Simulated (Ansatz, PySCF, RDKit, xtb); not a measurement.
**CH3Te: a search for the lowest isomer**

Task: start from the formula CH3Te (odd number of electrons), draw up candidate structures, narrow them down in stages, and characterise the one that lies lowest at 298.15 K.

Plan: many cheap relaxations first (GFN2-xTB), then density-functional screening, relaxation at r2SCAN-D4/def2-TZVP, vibrations and a final energy. The numbers are computed, not measured.

3 further runs of the same task are left out: 3 set aside as unsound or not needed.

## 1. Possible bonding patterns

All bonding patterns within simple valence rules are listed by program: one Lewis structure each, at most two rings and one unusual centre or charged pair. O–O, O–halogen and N–halogen bonds and N–N–N chains are not drawn. That gives 2 candidates.

| label | SMILES | spin |
| --- | --- | --- |
| c425 | C[Te] | doublet |
| c539 | [CH2][TeH] | doublet |

Candidates are built by distance geometry, with a force field where one applies, in up to four conformers (letters a to d). 6 starts with atoms placed at random are added, to find patterns that the rules miss.

**Question.** With final energies at CCSD(T)/def2-TZVP, which structure will this search put lowest in free energy, and by what margin?

| quantity | value |
| --- | --- |
| lowest structure found | C[Te], doublet, Cs |
| next finalist | [CH2][TeH], doublet, 28.1 kcal/mol higher in G |
| share at equilibrium, among the finalists | 100.0 % |
| harmonic wavenumbers, lowest and highest (r2SCAN-D4/def2-TZVP) | 398 and 3155 cm⁻¹ |
| rotational constants, same geometry | 5.252, 0.2476, 0.2475 cm⁻¹ |
| dipole moment (PBE0/def2-TZVPD) | 1.26 D |
| HOMO energy (highest over α and β) (PBE0/def2-TZVPD) | -5.90 eV |
| LUMO energy (lowest over α and β) (PBE0/def2-TZVPD) | -3.73 eV |
| lowest excitation (TD-CAM-B3LYP/def2-SVPD) | 3.30 eV (f = 0.003) |
| strongest of the states computed, same level | 5.20 eV (f = 0.024) |
| vertical ionisation energy (to the singlet cation) | 9.56 eV |
| vertical electron affinity | 1.82 eV |
| vertical quartet less doublet | +3.49 eV |

`C[Te]` comes out lowest. Among the finalists first place is clear (28.1 kcal/mol); structures outside the list aren't covered. GFN2-xTB, HF/STO-3G, r2SCAN-D4/def2-SVP, r2SCAN-D4/def2-TZVP, HF/def2-TZVP and MP2/def2-TZVP already put its bonding pattern lowest among the structures in one piece. Spin-orbit coupling, which matters for elements this heavy, is left out. The stability test raises a flag; for an open shell a flag towards a general spinor solution can be the free rotation of the spin. The search is not exhaustive (a finite list of starts, one conformer a finalist), so a lower isomer can't be ruled out.
